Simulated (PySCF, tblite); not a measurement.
# C₃H₈AsB: geometry, infrared bands, NMR shifts, spin-spin couplings, electronic excitations and core binding energies, part 2 of 2

tblite 0.8.0 and PySCF 2.14.0. Atoms count from 0. Earlier steps stand in the parts before.

### Step 7. TDDFT and polarisability: PBE0/def2-SVPD

Job settings and geometry (Å):

```
{"job": {"kind": "uv", "xc": "PBE0", "basis": "def2-SVPD", "ip": true}, "charge": 0, "multiplicity": 1}
B      2.584214    -0.162401     0.170446
As     0.936564     0.203461    -0.844559
C     -0.494391    -0.778951     0.123323
C     -1.824960    -0.528367    -0.493622
C     -2.822566     0.137015     0.093037
H      3.455035     0.672463     0.209174
H      2.787100    -1.273591     0.597469
H      0.618801     1.624058    -0.424241
H     -0.205246    -1.839024     0.038912
H     -0.484217    -0.503532     1.186849
H     -1.963919    -0.907052    -1.514492
H     -2.722460     0.540016     1.106371
H     -3.774997     0.301516    -0.416780
```

With the program's defaults for keys left out, this is: TDDFT PBE0/def2-SVPD, vertical, gas phase, core orbitals frozen in the response.

The log of the run:

```text
coarse grid: 47832 points
cycle   1  E = -2378.9468214639  dE = -5.417e-01  |g| = 3.146e-01  |ddm| = 4.813e+00
cycle   2  E = -2378.9485631284  dE = -1.742e-03  |g| = 3.050e-01  |ddm| = 9.816e-01
cycle   3  E = -2378.9704868705  dE = -2.192e-02  |g| = 3.915e-02  |ddm| = 4.500e-01
cycle   4  E = -2378.9709280235  dE = -4.412e-04  |g| = 1.517e-02  |ddm| = 9.268e-02
cycle   5  E = -2378.9710004436  dE = -7.242e-05  |g| = 3.990e-03  |ddm| = 2.962e-02
cycle   6  E = -2378.9710044331  dE = -3.990e-06  |g| = 7.247e-04  |ddm| = 7.239e-03
final grid: 100888 points
cycle   7  E = -2378.9710283119  dE = -2.919e-08  |g| = 8.391e-04  |ddm| = 8.224e-03
cycle   8  E = -2378.9710282176  dE =  9.429e-08  |g| = 1.061e-03  |ddm| = 3.321e-03
cycle   9  E = -2378.9710285055  dE = -2.879e-07  |g| = 7.128e-05  |ddm| = 1.684e-03
cycle  10  E = -2378.9710285069  dE = -1.371e-09  |g| = 2.049e-05  |ddm| = 1.576e-04
cycle  11  E = -2378.9710285070  dE = -1.096e-10  |g| = 4.278e-06  |ddm| = 3.183e-05
converged SCF energy = -2378.9710285070

Static polarisability (au): isotropic 90.185, principal 72.576 74.391 123.586

Singlet excitations
state   eV       nm        f      main configurations
  1   4.1315    300.1   0.07130   H->L 0.85, H-1->L 0.09
  2   4.5512    272.4   0.06478   H-1->L 0.87, H->L 0.10
  3   5.7287    216.4   0.00494   H->L+1 0.69, H-2->L 0.25
  4   5.8339    212.5   0.02031   H-2->L 0.39, H-3->L 0.31, H->L+1 0.23
  5   6.0378    205.3   0.01335   H-3->L 0.55, H-2->L 0.29
  6   6.2201    199.3   0.05113   H->L+2 0.94
  7   6.6055    187.7   0.05682   H-1->L+2 0.48, H-1->L+1 0.35, H->L+3 0.08
  8   6.7308    184.2   0.12130   H->L+3 0.82
  9   6.9565    178.2   0.49511   H-1->L+1 0.55, H-1->L+2 0.38
 10   7.2434    171.2   0.02246   H-4->L 0.66, H-5->L 0.18

Triplet excitations (Tamm-Dancoff, eV): 2.8933 4.0564 4.3886 5.0838
Vertical ionisation energy (delta-SCF) = 9.3084 eV
Vertical electron affinity (delta-SCF) = 0.2742 eV
```

Run time: 1.9 min. Hardware: 1 thread of Arm Neoverse V1, shared host; peak memory 0.87 GiB.

The orbitals next to the gap, with their largest atomic shares:

| orbital | eV | atoms |
| --- | --- | --- |
| HOMO−3 | -9.51 | B0 27 %, H5 16 %, C2 13 % |
| HOMO−2 | -9.24 | As1 31 %, B0 25 %, H7 14 % |
| HOMO−1 | -7.41 | C4 34 %, C3 30 %, As1 9 % |
| HOMO | -6.98 | As1 57 %, B0 18 %, C2 10 % |
| LUMO | -1.91 | B0 52 %, As1 20 %, H6 9 % |
| LUMO+1 | -0.11 | C4 30 %, C3 28 %, As1 12 % |
| LUMO+2 | 0.42 | As1 26 %, B0 20 %, H7 13 % |

With each of the 10 states as a Gaussian band of 0.4 eV half-width at 1/e, the curve within the window shown has maxima at 287 nm (ε 4,200), 179 nm (ε 26,000) L/(mol cm). Beyond the last state computed it falls off for lack of states. The curve at chosen wavelengths:

```csv
nm,ε (L/mol/cm)
164,2935
171,14441
179,25645
186,19075
194,8611
201,4660
209,2858
216,1762
224,826
231,381
238,302
246,660
253,1343
261,2358
268,3196
276,3869
283,4153
290,4161
298,3862
305,3378
313,2672
320,2028
328,1371
335,915
343,541
350,326
```

Ground-state properties from the same run:

| property | computed |
| --- | --- |
| dipole moment (D) | 0.97 |
| polarisability (Å³) | 13.36 |
| HOMO–LUMO gap (eV) | 5.07 |
| −ε(HOMO) (eV) | 6.98 |

### Step 8. Nuclear shieldings: PBE0/pcSseg-2

Settings changed since step 7:

```diff
@@ -1,2 +1,2 @@
-{"job": {"kind": "uv", "xc": "PBE0", "basis": "def2-SVPD", "ip": true}, "charge": 0, "multiplicity": 1}
+{"job": {"kind": "nmr", "xc": "PBE0", "basis": "pcSseg-2", "pop": false}, "charge": 0, "multiplicity": 1}
 B      2.584214    -0.162401     0.170446
```

Method: GIAO PBE0/pcSseg-2 NMR shielding, non-relativistic, gas phase.

The log of the run:

```text
coarse grid: 47832 points
cycle   1  E = -2379.3895559512  dE = -6.356e-01  |g| = 9.157e-01  |ddm| = 2.426e+00
cycle   2  E = -2379.3816848992  dE =  7.871e-03  |g| = 8.159e-01  |ddm| = 5.561e-01
cycle   3  E = -2379.4334195073  dE = -5.173e-02  |g| = 1.360e-01  |ddm| = 3.396e-01
cycle   4  E = -2379.4357292815  dE = -2.310e-03  |g| = 3.197e-02  |ddm| = 1.107e-01
cycle   5  E = -2379.4360285659  dE = -2.993e-04  |g| = 5.299e-03  |ddm| = 3.400e-02
cycle   6  E = -2379.4360342504  dE = -5.685e-06  |g| = 2.425e-03  |ddm| = 5.040e-03
final grid: 100888 points
cycle   7  E = -2379.4360684174  dE =  2.639e-06  |g| = 4.037e-03  |ddm| = 5.282e-03
cycle   8  E = -2379.4360590812  dE =  9.336e-06  |g| = 7.208e-03  |ddm| = 6.900e-03
cycle   9  E = -2379.4360726518  dE = -1.357e-05  |g| = 4.009e-04  |ddm| = 4.451e-03
cycle  10  E = -2379.4360726961  dE = -4.434e-08  |g| = 5.803e-05  |ddm| = 3.553e-04
cycle  11  E = -2379.4360726964  dE = -3.206e-10  |g| = 3.234e-06  |ddm| = 3.006e-05
converged SCF energy = -2379.4360726964

GIAO shielding tensors (ppm)
atom      isotropic    diamagn.    paramagn.     s11        s22        s33       span
  0 B       -5.136     191.165    -196.301   -131.094    -18.060    133.747    264.841
  1 As    1439.682    2880.077   -1440.395   1203.664   1419.352   1696.031    492.367
  2 C      153.744     242.224     -88.479    130.504    151.723    179.006     48.503
  3 C       33.606     252.381    -218.775    -93.539     40.552    153.805    247.344
  4 C       59.904     252.528    -192.624    -55.069     81.435    153.344    208.413
  5 H       21.869      28.856      -6.987     11.184     26.459     27.963     16.779
  6 H       21.914      29.351      -7.437     10.465     26.590     28.687     18.222
  7 H       26.997      31.526      -4.530     20.327     24.258     36.404     16.076
  8 H       28.619      30.356      -1.737     24.099     26.914     34.843     10.744
  9 H       27.996      32.412      -4.416     23.076     27.188     33.723     10.647
 10 H       24.836      29.939      -5.103     22.116     24.241     28.152      6.036
 11 H       25.992      31.819      -5.827     22.340     25.404     30.232      7.891
 12 H       26.055      28.361      -2.305     23.151     24.994     30.020      6.869
```

Wall time 47 s (1 thread of Arm Neoverse V1, shared host); peak memory 1.3 GiB.

In short: δ C3 150.5, C4 124.2, C2 30.4, B0 104.2, H5 9.35, H10 6.41 ppm (means over like atoms).

### Step 9. Core-electron binding energies: SCAN, X2C

Settings changed since step 8:

```diff
@@ -1,2 +1,2 @@
-{"job": {"kind": "nmr", "xc": "PBE0", "basis": "pcSseg-2", "pop": false}, "charge": 0, "multiplicity": 1}
+{"job": {"kind": "xps"}, "charge": 0, "multiplicity": 1}
 B      2.584214    -0.162401     0.170446
```

Method: delta-SCF UKS SCAN, pcX-2 on the ionised atom, pcseg-1 elsewhere, spin-free X2C.

The log of the run:

```text
ground state, core basis on atom 0 (B), 154 functions
  cycle   1  E = -2399.24530191  |g| = 3.79e-01
  cycle   2  E = -2399.22356200  |g| = 4.65e-01
  cycle   3  E = -2399.28843296  |g| = 6.48e-02
  cycle   4  E = -2399.28965691  |g| = 3.10e-02
  cycle   5  E = -2399.28988630  |g| = 1.43e-02
  cycle   6  E = -2399.28994533  |g| = 4.12e-03
  cycle   7  E = -2399.28994925  |g| = 1.06e-03
  cycle   8  E = -2399.28995148  |g| = 3.40e-04
  E(ground) = -2399.20060331 Eh
hole in B 1s of atom 0
  cycle   1  E = -2391.66264877  |g| = 1.15e+00
  cycle   2  E = -2389.35518836  |g| = 2.05e+00
  cycle   3  E = -2391.83018951  |g| = 6.05e-01
  cycle   4  E = -2391.89145616  |g| = 5.22e-01
  cycle   5  E = -2392.09309110  |g| = 1.32e-01
  cycle   6  E = -2392.08298884  |g| = 1.90e-01
  cycle   7  E = -2392.11290296  |g| = 7.92e-02
  cycle   8  E = -2392.11559921  |g| = 5.40e-02
  cycle   9  E = -2392.11830736  |g| = 2.75e-02
  cycle  10  E = -2392.11898629  |g| = 1.06e-02
  cycle  11  E = -2392.11905629  |g| = 8.02e-03
  cycle  12  E = -2392.11910165  |g| = 5.77e-03
  cycle  13  E = -2392.11912819  |g| = 3.44e-03
  cycle  14  E = -2392.11914844  |g| = 1.61e-03
  cycle  15  E = -2392.11915709  |g| = 8.93e-04
  cycle  16  E = -2392.11916299  |g| = 5.93e-04
  cycle  17  E = -2392.11916356  |g| = 2.50e-04
  E(ion) = -2392.02867520 Eh   <S^2> = 1.3349   hole on atom = 1.000   binding energy = 195.158 eV
ground state, core basis on atom 2 (C), 154 functions
  cycle   1  E = -2399.30050088  |g| = 5.85e-02
  cycle   2  E = -2399.30022246  |g| = 3.31e-02
  cycle   3  E = -2399.30016059  |g| = 3.50e-02
  cycle   4  E = -2399.30062843  |g| = 7.23e-03
  cycle   5  E = -2399.30064494  |g| = 1.15e-03
  cycle   6  E = -2399.30064343  |g| = 2.73e-04
  E(ground) = -2399.20917623 Eh
hole in C 1s of atom 2
  cycle   1  E = -2388.02948382  |g| = 1.51e+00
  cycle   2  E = -2386.95195115  |g| = 2.04e+00
  cycle   3  E = -2388.49456230  |g| = 4.82e-01
  cycle   4  E = -2388.53098614  |g| = 3.82e-01
  cycle   5  E = -2388.61357229  |g| = 8.30e-02
  cycle   6  E = -2388.61678094  |g| = 1.93e-02
  cycle   7  E = -2388.61698773  |g| = 8.78e-03
  cycle   8  E = -2388.61704565  |g| = 4.23e-03
  cycle   9  E = -2388.61706422  |g| = 1.90e-03
  cycle  10  E = -2388.61707474  |g| = 1.51e-03
  cycle  11  E = -2388.61708177  |g| = 1.38e-03
  cycle  12  E = -2388.61709617  |g| = 1.16e-03
  cycle  13  E = -2388.61711731  |g| = 7.23e-04
  cycle  14  E = -2388.61711771  |g| = 4.61e-04
  E(ion) = -2388.52451315 Eh   <S^2> = 0.7779   hole on atom = 1.000   binding energy = 290.744 eV
ground state, core basis on atom 3 (C), 154 functions
  cycle   1  E = -2399.30110657  |g| = 5.79e-02
  cycle   2  E = -2399.30097189  |g| = 2.92e-02
  cycle   3  E = -2399.30088529  |g| = 3.37e-02
  cycle   4  E = -2399.30118132  |g| = 6.46e-03
  cycle   5  E = -2399.30119323  |g| = 5.66e-04
  cycle   6  E = -2399.30118882  |g| = 2.72e-04
  E(ground) = -2399.21004978 Eh
hole in C 1s of atom 3
  cycle   1  E = -2388.04044657  |g| = 1.51e+00
  cycle   2  E = -2385.96554797  |g| = 2.19e+00
  cycle   3  E = -2388.24786355  |g| = 7.14e-01
  cycle   4  E = -2388.54283455  |g| = 3.94e-01
  cycle   5  E = -2388.60185998  |g| = 1.86e-01
  cycle   6  E = -2388.61798878  |g| = 5.42e-02
  cycle   7  E = -2388.61968674  |g| = 1.76e-02
  cycle   8  E = -2388.61995690  |g| = 8.87e-03
  cycle   9  E = -2388.62009143  |g| = 5.80e-03
  cycle  10  E = -2388.62018817  |g| = 5.17e-03
  cycle  11  E = -2388.62025314  |g| = 3.94e-03
  cycle  12  E = -2388.62030026  |g| = 2.07e-03
  cycle  13  E = -2388.62031162  |g| = 9.25e-04
  cycle  14  E = -2388.62031085  |g| = 4.65e-04
  E(ion) = -2388.52810327 Eh   <S^2> = 0.8422   hole on atom = 1.000   binding energy = 290.671 eV
ground state, core basis on atom 4 (C), 154 functions
  cycle   1  E = -2399.30048366  |g| = 6.17e-02
  cycle   2  E = -2399.29969088  |g| = 6.16e-02
  cycle   3  E = -2399.30028693  |g| = 3.89e-02
  cycle   4  E = -2399.30069092  |g| = 6.98e-03
  cycle   5  E = -2399.30070986  |g| = 8.03e-04
  cycle   6  E = -2399.30070664  |g| = 3.33e-04
  E(ground) = -2399.20934847 Eh
hole in C 1s of atom 4
  cycle   1  E = -2388.05622631  |g| = 1.50e+00
  cycle   2  E = -2386.33772062  |g| = 2.04e+00
  cycle   3  E = -2388.33786222  |g| = 6.75e-01
  cycle   4  E = -2388.57611825  |g| = 3.59e-01
  cycle   5  E = -2388.62605169  |g| = 1.71e-01
  cycle   6  E = -2388.63974173  |g| = 4.85e-02
  cycle   7  E = -2388.64118995  |g| = 1.31e-02
  cycle   8  E = -2388.64130261  |g| = 6.24e-03
  cycle   9  E = -2388.64133712  |g| = 2.48e-03
  cycle  10  E = -2388.64134416  |g| = 1.27e-03
  cycle  11  E = -2388.64134479  |g| = 8.04e-04
  cycle  12  E = -2388.64134658  |g| = 3.60e-04
  E(ion) = -2388.54941983 Eh   <S^2> = 0.7835   hole on atom = 1.000   binding energy = 290.071 eV
```

It took 30 s on 1 thread of Arm Neoverse V1, shared host; peak memory 0.52 GiB.

Binding energies by hole, beside the orbital energy of the ground state; the difference holds orbital relaxation and, for a density functional, its self-interaction error:

| hole | stands for | environment | ΔSCF (eV) | −ε (eV) | ⟨S²⟩ |
| --- | --- | --- | --- | --- | --- |
| B1s on B0 | B0 | boron bonded to As, 2 H | 195.16 (doubtful) | 180.6 | 1.335 |
| C1s on C2 | C2 | allylic sp3 CH2 bonded to As | 290.74 | 274.4 | 0.778 |
| C1s on C3 | C3 | alkene CH | 290.67 | 274.1 | 0.842 |
| C1s on C4 | C4 | terminal =CH2 carbon | 290.07 | 273.6 | 0.784 |

Doubtful: the ion did not converge, its hole moved, or its ⟨S²⟩ is well above 0.75.

### Step 10. Run by run: NMR shifts

Shifts (ppm) of some atoms, chosen among heavy atoms and hydrogens apart, means over like atoms, with basis size and wall time:

| run | C3 | C4 | C2 | H10 | H8 | B0 | As1 | functions | time |
| --- | --- | --- | --- | --- | --- | --- | --- | --- | --- |
| PBE0/pcSseg-1 | 145.6 | 122.5 | 29.0 | 6.20 | 2.85 | 100.2 | 470 | 149 | 14 s |
| PBE0/pcSseg-2 | 150.5 | 124.2 | 30.4 | 6.41 | 2.94 | 104.2 | 475 | 319 | 47 s |

### Step 11. Summary of results

This closing draws on all 2 parts.

```
                                                              quantity                                   value
                             strongest single infrared mode (GFN2-xTB)                   1880 cm⁻¹, 672 km/mol
                                          zero-point energy (GFN2-xTB)                           59.8 kcal/mol
                                                           point group                                      C1
                                  rotational constants (main isotopes)                    9.95, 1.51, 1.42 GHz
                                13C shifts against TMS (PBE0/pcSseg-1)                  145.6, 122.5, 29.0 ppm
1H shifts against TMS (PBE0/pcSseg-1, means over atoms taken as alike)  9.37, 6.20, 5.31, 5.22, 4.22, 2.85 ppm
                           11B shifts against BF3·OEt2 (PBE0/pcSseg-1)                               100.2 ppm
                              75As shifts against AsH3 (PBE0/pcSseg-1)                                 470 ppm
                  largest coupling of the table (B3LYP/pcSseg-1+pcJ-1)                1J(C,H) C4–H12, 169.8 Hz
                                       lowest singlet (PBE0/def2-SVPD)             4.13 eV (300 nm), f = 0.071
                              brightest single state of those computed             state 9, 6.96 eV, f = 0.495
                                                        lowest triplet                                 2.89 eV
                                     vertical ionisation energy (ΔSCF)                                 9.31 eV
                                     vertical electron affinity (ΔSCF)                                 0.27 eV
                                      C1s binding energies, SCAN/pcX-2      C2 290.74, C3 290.67, C4 290.07 eV
                                             range of the shift of As1                          470 to 475 ppm
```

In words: Relaxing lowered the energy by 0.315 eV in 109 steps; the close pair that moved most is B0–As1, from 2.059 to 1.976 Å (GFN2-xTB). All 33 modes are real, so the xTB geometry is a minimum. The strongest single mode, at 1880 cm⁻¹, moves mainly H7. Unscaled tight-binding wavenumbers are off by several per cent, some by more. Its intensities can rank the bands wrongly. Relaxing lowered the energy by 0.169 eV in 10 steps; the close pair that moved most is B0–H6, from 1.149 to 1.208 Å (PBE0/def2-SVP). The most deshielded carbon is C3 (alkene CH), at 145.6 ppm: the olefinic region. At PBE0/pcSseg-1: Shielding is most anisotropic at As1 (span 491 ppm, paramagnetic term -1438 ppm). Of the pairs tabulated at B3LYP/pcSseg-1+pcJ-1, C4–H12 couples most strongly (169.8 Hz; Fermi contact 168.7 Hz). Couplings across rotatable bonds belong to this one conformer; where others are populated, the observed values are averages. The first singlet state (HOMO→LUMO 0.85, HOMO−1→LUMO 0.09) lies at 4.13 eV and is bright; of the 10 states computed, the strongest absorption comes from state 9 at 6.96 eV. The lowest triplet lies 1.24 eV below the lowest singlet (triplets in Tamm-Dancoff, singlets in full TDDFT). The C1s levels kept as sound span 0.67 eV, from C4 (terminal =CH2 carbon) up to C2 (allylic sp3 CH2 bonded to As). Spin-orbit coupling is left out, which matters for shieldings and couplings at and beside the heavy atoms.
